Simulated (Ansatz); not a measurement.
# Si2Ge3: the cost of one run

Program: Ansatz 0.2.0. Level of theory: DFT PBE, scalar-relativistic, plane waves, PAW. These are calculated values, not measurements.

### Step 1. The starting structure

It takes space group P6/mmm (No. 191, hexagonal). Conventional cell: a = 4.306 Å, b = 4.306 Å, c = 6.259 Å, α = 90.00°, β = 90.00°, γ = 120.00°. Si (site symmetry 6/mmm) is surrounded by 6 Ge at 2.15 Å. Si (site symmetry 6/mmm) has 2 Si at 3.13 Å as nearest neighbours. Around Ge (site symmetry mmm) lie 2 Si at 2.15 Å and 4 Ge at 2.15 Å.

Structure file:

```
Si Ge
1.0
     4.30635    0.00000    0.00000
    -2.15318    3.72941    0.00000
     0.00000    0.00000    6.25926
Si Ge
2 3
Direct
  0.00000 0.00000 0.00000
  0.00000 0.00000 0.50000
  0.50000 0.00000 0.00000
  0.00000 0.50000 0.00000
  0.50000 0.50000 0.00000
```

A structure generator made this guess: random cell by space group and Wyckoff sites (P6/mmm, No. 191). Its size is a rough estimate.

### Step 2. The guess as it stands, on a coarse mesh

input.yaml

```yaml
crystal:
  lattice:
    - [4.30635306, 0.0, 0.0]
    - [-2.15317653, 3.72941115, 0.0]
    - [0.0, 0.0, 6.25925759]
  atoms:
    - { symbol: Si, position: [0.0, 0.0, 0.0] }
    - { symbol: Si, position: [0.0, 0.0, 0.5] }
    - { symbol: Ge, position: [0.5, 0.0, 0.0] }
    - { symbol: Ge, position: [0.0, 0.5, 0.0] }
    - { symbol: Ge, position: [0.5, 0.5, 0.0] }
basis:
  ecutwfc: 420
kpoints:
  mp_grid: { grid: [6, 6, 4] }
hamiltonian:
  xc: pbe
scf:
  occupations: { method: gaussian, width: 0.1 }
  lower_state_search: "off"
output:
  forces: true
  stress: true
  eigenvalues: true
```

Launch:

```console
$ ansatz run input.yaml --threads 1 --pin off --max-ram 2560MiB --backend cpu --events-out ev --progress --plain --runs-dir out
```

**Question.** How long does this run take on 1 thread of Arm Neoverse V2, shared host, and how much memory does it need?

About 3.1 s, with a peak of 0.35 GiB.
